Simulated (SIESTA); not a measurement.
# TiAu3 under changes of volume

One of the cells (17.375 Å³/atom); the others are scaled copies at fixed shape and fractional positions:

```
Au Ti
1.0
    -2.11523    2.11523    3.88343
     2.11523   -2.11523    3.88343
     2.11523    2.11523   -3.88343
Au Ti
3 1
Direct
  0.50000 0.50000 0.00000
  0.25000 0.75000 0.50000
  0.75000 0.25000 0.50000
  0.00000 0.00000 0.00000
```

The cell comes from a database or a generator and needn't be the stable form of this composition.

* Program: SIESTA 5.4.2
* Functional: PBEsol
* Potentials or basis: PseudoDojo 0.4 standard (PBEsol files)
* Basis: DZP (energy shift 0.003 Ry; two zetas on semicore shells)
* Grid cutoff: 800 Ry
* Energy shift: 0.003 Ry
* k mesh: 9 × 9 × 9
* Occupations: fermi-dirac, width 0.05 eV
* Spin: no spin polarisation

| volume (Å³/atom) | energy over the lowest point (meV/atom) | pressure (GPa) |
| --- | --- | --- |
| 16.013 | 12.63 | 7.3 |
| 16.353 | ? | ? |
| 16.694 | 0.00 | -0.9 |
| 17.375 | 17.06 | -6.9 |
| 17.716 | 34.60 | -9.5 |
| 18.057 | 57.23 | -11.6 |

Problem. What does the run at 16.353 Å³/atom give?

Solution. Energy over the lowest point 1.91 meV/atom; pressure 2.9 GPa.

Worked out: A Birch-Murnaghan fit of order 3 (a polynomial in V^(-2/3)) to the other rows has its minimum at 16.62 Å³/atom with B0 = V·E''(V) = 174 GPa and B' = 5.2 at fixed shape and positions, which overstates the stiffness. It gives 2.13 meV/atom at 16.353 Å³/atom, against the run's 1.91, and -dE/dV = 2.9 GPa, against 2.9.

Energies are extrapolated to zero smearing.

Caveats: short orbitals over semicore shells can move pressures by several GPa; the basis of atomic orbitals isn't converged, which shifts pressures, moduli and gaps.
